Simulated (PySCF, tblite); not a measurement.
# C₅H₅FO₂: a rotation path, then NMR shifts on frames

Aim: move C₅H₅FO₂ (`COC1=C[C@H](F)C1=O`) away from its starting geometry and see how NMR shifts follow the geometry.

Programs: tblite 0.8.0 and PySCF 2.14.0, with density-fitted response routines of our own. Each step states its level of theory. These are calculated values for one molecule in the gas phase, unless marked as measured. Atoms count from 0, in the outputs and in this text.

### Step 1. The starting structure

13 atoms, charge 0, multiplicity 1; geometry from: GFN2-xTB.

Bonds of the start (Å): C0–O1 1.42, O1–C2 1.33, C2–C3 1.35, C3–C4 1.51, C4–F5 1.38, C4–C6 1.55, C6–O7 1.20, C6–C2 1.48, C0–H8 1.09, C0–H9 1.09, C0–H10 1.09, C3–H11 1.07, C4–H12 1.09.

### Step 2. The rotation path with GFN2-xTB

Job settings and geometry (Å):

```
{"job": {"kind": "neb", "xc": "GFN2-xTB", "basis": "xTB", "atoms": [6, 2, 1, 0], "turn": 180}, "charge": 0, "multiplicity": 1}
C      2.249625    -0.087172    -0.424073
O      1.288090     0.623394     0.344908
C      0.016369     0.340081     0.093315
C     -1.151148     0.796715     0.605865
C     -2.020770    -0.011820    -0.322435
F     -2.800313    -0.967018     0.290043
C     -0.670996    -0.547112    -0.877292
O     -0.357267    -1.354089    -1.701359
H      3.221213     0.258905    -0.078284
H      2.160764    -1.163926    -0.265194
H      2.136376     0.127851    -1.488899
H     -1.403412     1.463747     1.405183
H     -2.672919     0.520928    -1.020478
```

With the program's defaults for keys left out, this is: GFN2-xTB climbing-image nudged elastic band, gas phase.

Command:

```console
OMP_NUM_THREADS=1 python probes_run.py task.json out
```

The driver reads the jobs from task.json and runs them one after another.

The program printed:

```text
image   E - E0 / eV
  0      -0.0000
  1       0.0285
  2       0.1206
  3       0.2589
  4       0.3556
  5       0.3059
  6       0.1700
  7       0.0579
  8       0.0111
```

Run time: 3 s. Hardware: 1 thread of Arm Neoverse V1, shared host; peak memory 0.18 GiB.

The final band, with the dihedral C6–C2–O1–C0:

| image | dihedral (°) | energy (eV) | energy (kcal/mol) |
| --- | --- | --- | --- |
| 0 | -3 | 0.000 | 0.0 |
| 1 | 16 | 0.029 | 0.7 |
| 2 | 39 | 0.121 | 2.8 |
| 3 | 64 | 0.259 | 6.0 |
| 4 | 91 | 0.356 | 8.2 |
| 5 | 117 | 0.306 | 7.1 |
| 6 | 140 | 0.170 | 3.9 |
| 7 | 160 | 0.058 | 1.3 |
| 8 | 178 | 0.011 | 0.3 |

### Step 3. Shielding tensors: image 0, PBE0/pcSseg-1

Job settings and geometry (Å):

```
{"job": {"kind": "nmr", "xc": "PBE0", "basis": "pcSseg-1", "pop": false}, "charge": 0, "multiplicity": 1}
C      2.249600    -0.087200    -0.424100
O      1.288100     0.623400     0.344900
C      0.016400     0.340100     0.093300
C     -1.151100     0.796700     0.605900
C     -2.020800    -0.011800    -0.322400
F     -2.800300    -0.967000     0.290000
C     -0.671000    -0.547100    -0.877300
O     -0.357300    -1.354100    -1.701400
H      3.221200     0.258900    -0.078300
H      2.160800    -1.163900    -0.265200
H      2.136400     0.127900    -1.488900
H     -1.403400     1.463700     1.405200
H     -2.672900     0.520900    -1.020500
```

Level: GIAO PBE0/pcSseg-1 NMR shielding, non-relativistic, gas phase.

The program printed:

```text
coarse grid: 11792 points
cycle   1  E = -442.9857722698  dE =  1.502e+00  |g| = 9.608e-01  |ddm| = 3.399e+00
cycle   2  E = -442.3742028412  dE =  6.116e-01  |g| = 2.040e+00  |ddm| = 2.467e+00
cycle   3  E = -443.1434296453  dE = -7.692e-01  |g| = 2.287e-01  |ddm| = 1.919e+00
cycle   4  E = -443.1522022237  dE = -8.773e-03  |g| = 1.165e-01  |ddm| = 2.735e-01
cycle   5  E = -443.1548831460  dE = -2.681e-03  |g| = 2.754e-02  |ddm| = 1.135e-01
cycle   6  E = -443.1550508589  dE = -1.677e-04  |g| = 9.726e-03  |ddm| = 3.194e-02
cycle   7  E = -443.1550705005  dE = -1.964e-05  |g| = 3.468e-03  |ddm| = 9.176e-03
cycle   8  E = -443.1550726898  dE = -2.189e-06  |g| = 7.106e-04  |ddm| = 3.318e-03
final grid: 116920 points
cycle   9  E = -443.2314779272  dE = -9.987e-06  |g| = 1.656e-02  |ddm| = 2.875e-02
cycle  10  E = -443.2313186943  dE =  1.592e-04  |g| = 3.336e-02  |ddm| = 3.306e-02
cycle  11  E = -443.2315274462  dE = -2.088e-04  |g| = 3.110e-03  |ddm| = 2.463e-02
cycle  12  E = -443.2315294371  dE = -1.991e-06  |g| = 4.328e-04  |ddm| = 2.461e-03
cycle  13  E = -443.2315294652  dE = -2.801e-08  |g| = 1.812e-04  |ddm| = 4.863e-04
cycle  14  E = -443.2315294721  dE = -6.893e-09  |g| = 3.465e-05  |ddm| = 1.823e-04
cycle  15  E = -443.2315294722  dE = -1.717e-10  |g| = 1.751e-05  |ddm| = 3.867e-05
converged SCF energy = -443.2315294722

GIAO shielding tensors (ppm)
atom      isotropic    diamagn.    paramagn.     s11        s22        s33       span
  0 C      127.045     244.933    -117.888     99.539    100.946    180.650     81.110
  1 O      218.398     396.630    -178.232    100.409    263.533    291.252    190.842
  2 C       16.447     255.890    -239.443    -69.097     32.838     85.600    154.696
  3 C       41.255     253.126    -211.871    -57.528     30.795    150.498    208.025
  4 C       87.059     250.140    -163.081     53.965     80.711    126.501     72.536
  5 F      368.679     469.621    -100.942    339.910    357.224    408.902     68.992
  6 C       -3.747     250.867    -254.614    -85.774      4.201     70.332    156.106
  7 O     -249.964     399.797    -649.761   -772.169   -300.839    323.115   1095.284
  8 H       27.774      27.889      -0.115     24.130     26.076     33.117      8.987
  9 H       27.301      29.509      -2.208     24.245     25.641     32.018      7.773
 10 H       27.473      29.098      -1.626     24.246     25.812     32.360      8.114
 11 H       24.143      30.871      -6.728     20.499     24.922     27.008      6.509
 12 H       25.858      29.103      -3.245     22.527     25.929     29.118      6.591
```

It took 21 s on 1 thread of Arm Neoverse V1, shared host; peak memory 0.73 GiB.

The references, computed at this level on geometries of the same kind, shield at (ppm): 1H TMS 31.72, 13C TMS 186.9, 19F CFCl3 170.9, 17O H2O 336.1. Their shielding less the atom's gives the shift. The references are single molecules in the gas phase, so shifts against H2O, NH3, PH3, H3PO4 or CFCl3 are not on the usual liquid scales and can be off by tens of ppm. Each atom is listed at this fixed geometry, with no averaging over motion; a spectrum would average atoms that exchange fast.

```csv
atoms,environment,σ (ppm),δ (ppm)
C6,ketone carbonyl carbon,-3.7,190.7
C2,alkene carbon bearing oxygen,16.4,170.5
C3,β carbon of a C=C–C=O unit,41.3,145.7
C4,"sp3 CH bonded to F, α to a carbonyl",87.1,99.9
C0,methyl carbon bonded to O,127.0,59.9
H11,hydrogen on a β carbon of a C=C–C=O unit,24.14,7.57
H12,"hydrogen on an sp3 CH bonded to F, α to a carbonyl",25.86,5.86
H9,hydrogen on a methyl carbon bonded to O,27.30,4.42
H10,hydrogen on a methyl carbon bonded to O,27.47,4.24
H8,hydrogen on a methyl carbon bonded to O,27.77,3.94
O7,ketone oxygen,-250.0,586.0
O1,ether oxygen,218.4,117.7
F5,fluorine on an sp3 carbon,368.7,-197.7
```

Ring of atoms C2, C3, C4, C6: NICS(0) -1.5, NICS(1) -4.5, NICS(1)zz -2.4 ppm (means of both faces; NICS(1) differs between them: -5.6 and -3.4).

The two faces differ (NICS(1)zz 0.2 and -5.1 ppm).

The fields below are evaluated on a grid from the run's orbitals.

Frontier orbitals at PBE0/pcSseg-1, with the share of their density that lies nearest to each atom:

```
orbital  energy (eV)                                   lies on
   HOMO        -7.54  O7 38 %; C2, C4 about 11 % each; O1 11 %
   LUMO        -1.69  C3, C6 about 27 % each; O7 21 %; C2 11 %
```

ELF in a plane through or near 9 of the atoms.

Ten even steps from ' ' (0.00) to '@' (1.00):
```
                                                        
                                                        
                                                        
                                ==##**..                
                              ::@@@@@@%%..              
                  ::****::    ==@@@@@@@@::              
        ::##==    ==%%%%++  ..==%%@@@@##..              
      ::@@@@@@%%::==**::##==##%%##..**::                
      ++@@@@@@@@****##--%%::::%%::++%%++                
      ==@@@@@@@@::::##++**::..==--%%##++::              
        ::======..--==  ::%%@@****++@@::--..            
            ..--****--    ++--==%%@@--==::..            
              ..::::    ..====..**##==::..              
                      --%%%%::##==                      
                      ++%%%%--%%**..                    
                      --**%%%%%%##::                    
                        ::--++++--..                    
                            ....                        
                                                        
                                                        
```
The map spans 11.6 Å across and 9.3 Å up, centred on the molecule. Atoms in the plane (x, y in Å): C0 (-2.3, 0.0), O1 (-1.2, 1.0), C2 (0.0, 0.5), C3 (1.3, 1.1), C4 (2.0, -0.2), C6 (0.6, -0.9), O7 (0.2, -2.0), H8 (-3.2, 0.6), H11 (1.6, 2.1).

log10 of the density (e/Å³) in the same plane.

Ten even steps from ' ' (-4.0) to '@' (1.8):
```
                                                        
                                                        
                              ....::::..                
                    ........::::------::....            
                ..::----::::----==++====::..            
        ..::::::--==++++======++**##**++--::..          
      ..::--======++******++++****##**++----..          
    ..::==++++++++**%%%%##****##%%##**++==--::..        
    ..--==**####**####%%############**++====--::        
    ..--==**####%%######**##%%##**####**++++==--..      
    ..::--++****####**++++**####**##@@##**++==--::      
      ..::==++++****++==++**##%%######****++==--::      
      ..::--====++++====++**####******++++++==--..      
          ..::--------++**##%%##**++====------..        
            ..::::::--++**##@@##**==--::::::..          
                  ..::==++******++==::..                
                    ..--====++====--..                  
                      ..::------::..                    
                                                        
                                                        
```
The map spans 11.6 Å across and 9.3 Å up, centred on the molecule. Atoms in the plane (x, y in Å): C0 (-2.3, 0.0), O1 (-1.2, 1.0), C2 (0.0, 0.5), C3 (1.3, 1.1), C4 (2.0, -0.2), C6 (0.6, -0.9), O7 (0.2, -2.0), H8 (-3.2, 0.6), H11 (1.6, 2.1).

On the surface of density 0.002 e/bohr³ the electrostatic potential runs, from the 1st to the 99th percentile, from -1.47 V near O7 to 1.24 V near H11.

### Step 4. NMR shieldings: image 2, PBE0/pcSseg-1

Job settings and geometry (Å):

```
{"job": {"kind": "nmr", "xc": "PBE0", "basis": "pcSseg-1", "pop": false}, "charge": 0, "multiplicity": 1}
C      2.260200     0.054400    -0.485200
O      1.297900     0.292600     0.531600
C      0.022900     0.124400     0.183500
C     -1.098800     0.794400     0.530600
C     -2.009600    -0.006900    -0.363200
F     -3.012100    -0.700800     0.267600
C     -0.728300    -0.836200    -0.670000
O     -0.513200    -1.858800    -1.247200
H      3.231000     0.071300     0.005400
H      2.102900    -0.903600    -0.982000
H      2.209500     0.863000    -1.221100
H     -1.296200     1.591300     1.218600
H     -2.470600     0.515500    -1.207200
```

Level: GIAO PBE0/pcSseg-1 NMR shielding, non-relativistic, gas phase.

The program printed:

```text
coarse grid: 11792 points
cycle   1  E = -442.9793626466  dE =  1.504e+00  |g| = 9.682e-01  |ddm| = 3.400e+00
cycle   2  E = -442.3548826649  dE =  6.245e-01  |g| = 2.060e+00  |ddm| = 2.509e+00
cycle   3  E = -443.1407368993  dE = -7.859e-01  |g| = 2.250e-01  |ddm| = 1.944e+00
cycle   4  E = -443.1490689911  dE = -8.332e-03  |g| = 1.154e-01  |ddm| = 2.675e-01
cycle   5  E = -443.1516223508  dE = -2.553e-03  |g| = 2.646e-02  |ddm| = 1.119e-01
cycle   6  E = -443.1517767172  dE = -1.544e-04  |g| = 8.881e-03  |ddm| = 3.042e-02
cycle   7  E = -443.1517933504  dE = -1.663e-05  |g| = 3.358e-03  |ddm| = 8.937e-03
cycle   8  E = -443.1517954316  dE = -2.081e-06  |g| = 6.939e-04  |ddm| = 3.216e-03
final grid: 116920 points
cycle   9  E = -443.2277063010  dE = -9.341e-06  |g| = 1.559e-02  |ddm| = 2.757e-02
cycle  10  E = -443.2275720765  dE =  1.342e-04  |g| = 3.093e-02  |ddm| = 3.082e-02
cycle  11  E = -443.2277497556  dE = -1.777e-04  |g| = 2.963e-03  |ddm| = 2.269e-02
cycle  12  E = -443.2277515088  dE = -1.753e-06  |g| = 4.124e-04  |ddm| = 2.323e-03
cycle  13  E = -443.2277515350  dE = -2.625e-08  |g| = 1.638e-04  |ddm| = 4.791e-04
cycle  14  E = -443.2277515406  dE = -5.605e-09  |g| = 3.350e-05  |ddm| = 1.707e-04
cycle  15  E = -443.2277515408  dE = -1.876e-10  |g| = 1.695e-05  |ddm| = 4.045e-05
converged SCF energy = -443.2277515408

GIAO shielding tensors (ppm)
atom      isotropic    diamagn.    paramagn.     s11        s22        s33       span
  0 C      127.695     245.378    -117.683     97.828    101.425    183.833     86.005
  1 O      233.263     397.233    -163.970    133.553    261.404    304.833    171.279
  2 C       15.206     253.877    -238.671    -74.090     32.331     87.376    161.466
  3 C       34.938     254.917    -219.978    -75.622     30.718    149.719    225.340
  4 C       88.052     250.780    -162.728     52.480     81.453    130.222     77.743
  5 F      372.817     468.103     -95.286    347.128    362.782    408.542     61.414
  6 C       -3.063     250.700    -253.763    -86.084      5.638     71.257    157.341
  7 O     -248.912     398.736    -647.648   -769.956   -304.134    327.353   1097.309
  8 H       27.684      28.037      -0.353     24.308     25.593     33.151      8.843
  9 H       27.159      29.434      -2.275     23.062     26.613     31.801      8.738
 10 H       28.149      29.050      -0.901     24.696     26.204     33.546      8.850
 11 H       23.879      31.162      -7.283     19.573     24.943     27.120      7.547
 12 H       25.872      29.219      -3.346     22.376     25.891     29.350      6.974
```

Wall time 15 s (1 thread of Arm Neoverse V1, shared host); peak memory 0.75 GiB.

In short: δ C6 190.0, C2 171.7, C3 152.0, C4 98.9, H11 7.84, H12 5.84 ppm.

(Part 1 of 2 ends here.)
